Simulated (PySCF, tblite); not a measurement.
**C7H9ClNP: geometry, infrared bands and NMR shifts**

Wanted: the infrared bands and NMR shifts of C7H9ClNP (`CC(C)c1cnc(Cl)cp1`), by calculation.

Computed with tblite 0.8.0 and PySCF 2.14.0, with density-fitted response routines of our own, on a single molecule in the gas phase. Atoms count from 0, in the outputs and in this text.

### 1 Starting geometry

19 atoms, charge 0, multiplicity 1; geometry from: force field or distance geometry start.

Bonds of the start (Å): C0–C1 1.52, C1–C2 1.52, C1–C3 1.52, C3–C4 1.39, C4–N5 1.36, N5–C6 1.36, C6–Cl7 1.73, C6–C8 1.39, C8–P9 1.85, P9–C3 1.88, C0–H10 1.09, C0–H11 1.09, C0–H12 1.11, C1–H13 1.11, C2–H14 1.10, C2–H15 1.11, C2–H16 1.09, C4–H17 1.10, C8–H18 1.08.

### 2 Optimising the geometry with GFN2-xTB

Job settings and geometry (Å):

```
{"job": {"kind": "relax", "xc": "GFN2-xTB", "basis": "xTB"}, "charge": 0, "multiplicity": 1}
C     -2.094600    -0.868600    -0.282500
C     -1.232800    -0.073700     0.687400
C     -1.686100     1.372800     0.801100
C      0.237700    -0.160100     0.320300
C      0.737900     0.324900    -0.879600
N      2.002700     0.334700    -1.387200
C      3.016600    -0.196800    -0.657400
Cl     4.545400    -0.082500    -1.458900
C      2.982800    -0.799100     0.599900
P      1.404300    -0.968200     1.551800
H     -1.782100    -1.912400    -0.345900
H     -2.072900    -0.447900    -1.290600
H     -3.153600    -0.857100     0.055800
H     -1.370100    -0.529200     1.685000
H     -1.647500     1.899900    -0.165800
H     -2.736100     1.424700     1.156600
H     -1.077900     1.941300     1.511900
H      0.035100     0.784300    -1.583600
H      3.881400    -1.177600     1.062500
```

Launch:

```sh
$ OMP_NUM_THREADS=1 python probes_run.py task.json out
```

This one command runs all jobs of the session in turn.

**Question.** This job is followed by: GFN2-xTB harmonic vibrations, gas phase; GIAO PBE0/pcSseg-1 NMR shielding, non-relativistic, gas phase. What will the session give for the following? strongest single infrared mode (GFN2-xTB); zero-point energy (GFN2-xTB); 13C shifts against TMS (PBE0/pcSseg-1, means over atoms taken as alike); 1H shifts against TMS (PBE0/pcSseg-1, means over atoms taken as alike); 15N shifts against NH3 (PBE0/pcSseg-1); 35Cl shifts against HCl (PBE0/pcSseg-1); 31P shifts against H3PO4 (PBE0/pcSseg-1); surface potential, 1st and 99th percentile.

As calculated:

| quantity | value |
| --- | --- |
| strongest single infrared mode (GFN2-xTB) | 1540 cm⁻¹, 108 km/mol |
| zero-point energy (GFN2-xTB) | 90.3 kcal/mol |
| 13C shifts against TMS (PBE0/pcSseg-1, means over atoms taken as alike) | 181.2, 162.9, 157.8, 155.6, 40.1, 27.7 ppm |
| 1H shifts against TMS (PBE0/pcSseg-1, means over atoms taken as alike) | 9.12, 8.84, 3.28, 1.41 ppm |
| 15N shifts against NH3 (PBE0/pcSseg-1) | 356.1 ppm |
| 35Cl shifts against HCl (PBE0/pcSseg-1) | 343 ppm |
| 31P shifts against H3PO4 (PBE0/pcSseg-1) | 277.8 ppm |
| surface potential, 1st and 99th percentile | -1.40 V and 1.07 V |

**Reading.** Over 29 steps the energy fell by 0.547 eV; of the close pairs, C3–P9 changed most, 1.879 to 1.748 Å. No mode is imaginary among the 51: a minimum at this level. The strongest single mode, at 1540 cm⁻¹, is carried by C4, C6, C3, C8. Unscaled tight-binding wavenumbers are off by several per cent, some by more. Its intensities can rank the bands wrongly. At PBE0/pcSseg-1: The widest tensor belongs to P9: span 749 ppm, with a paramagnetic part of -928 ppm. NICS(1)zz of -24 ppm above the planar ring from C3 marks a diatropic (aromatic) ring current. By nearest atom (PBE0/pcSseg-1), the HOMO sits on C3 24 %; Cl7 24 % and the LUMO on P9 43 %; N5 17 %.
